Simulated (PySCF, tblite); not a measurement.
# C6H5S radical: geometry, infrared bands and EPR parameters

Wanted: the infrared bands and EPR parameters of C6H5S radical (`S[C@]12[C@@H]3[C@H]4[C]([C@H]41)[C@@H]32`), by calculation.

Computed with tblite 0.8.0 and PySCF 2.14.0, with density-fitted response routines of our own, on a single molecule in the gas phase. Atoms count from 0, in the outputs and in this text.

### 1 The molecule as given

12 atoms, charge 0, multiplicity 2; geometry from: force field or distance geometry start.

Bonds of the start (Å): S0–C1 1.68, C1–C2 1.49, C2–C3 1.49, C3–C4 1.43, C4–C5 1.48, C4–C6 1.45, C5–C1 1.47, C6–C1 1.46, C6–C2 1.50, C5–C3 1.47, S0–H7 1.33, C2–H8 1.06, C3–H9 1.07, C5–H10 1.06, C6–H11 1.06.

### 2 Relaxing the molecule with GFN2-xTB

The job: settings as JSON, then the geometry in Å.

```
{"job": {"kind": "relax", "xc": "GFN2-xTB", "basis": "xTB"}, "charge": 0, "multiplicity": 2}
S      2.237000     0.825000     0.308100
C      0.661000     0.340800    -0.023500
C     -0.408100    -0.017800     0.949500
C     -1.033300    -0.905100    -0.073100
C     -1.183900     0.185200    -0.988000
C      0.068600    -0.596100    -0.995100
C     -0.587500     1.100400    -0.037200
H      2.764000    -0.367200     0.592700
H     -0.502800     0.111600     1.998000
H     -1.640700    -1.789200    -0.024300
H      0.387600    -1.012300    -1.921600
H     -0.760800     2.124000     0.188400
```

The run is started by

```bash
OMP_NUM_THREADS=1 python probes_run.py task.json out
```

The driver reads the jobs from task.json and runs them one after another.

**Question.** This job is followed by: GFN2-xTB harmonic vibrations, gas phase; UKS B3LYP, pcH-1 on C H S, non-relativistic, mean-field spin-orbit, GIAO. What will the session give for the following? strongest single infrared mode (GFN2-xTB); zero-point energy (GFN2-xTB); g(iso) (B3LYP); ⟨S²⟩; largest a(iso); surface potential, 1st and 99th percentile.

**Answer**, as computed:

| quantity | value |
| --- | --- |
| strongest single infrared mode (GFN2-xTB) | 2405 cm⁻¹, 109 km/mol |
| zero-point energy (GFN2-xTB) | 51.9 kcal/mol |
| g(iso) (B3LYP) | 2.00393 |
| ⟨S²⟩ | 0.753 (exact 0.75) |
| largest a(iso) | 13C on C4, 322.7 MHz |
| surface potential, 1st and 99th percentile | -1.13 V and 1.28 V |

What this shows: Over 44 steps the energy fell by 0.825 eV; of the close pairs, C4–C6 changed most, 1.448 to 1.550 Å. No mode is imaginary among the 30: a minimum at this level. The strongest single mode, at 2405 cm⁻¹, moves mainly H7. GFN2-xTB is a fitted tight-binding method: band positions and strengths are rough. Its intensities can rank the bands wrongly. C4 carries the largest spin population, 0.71 e. The isotropic g lies 1.6 ppt above the free-electron value.
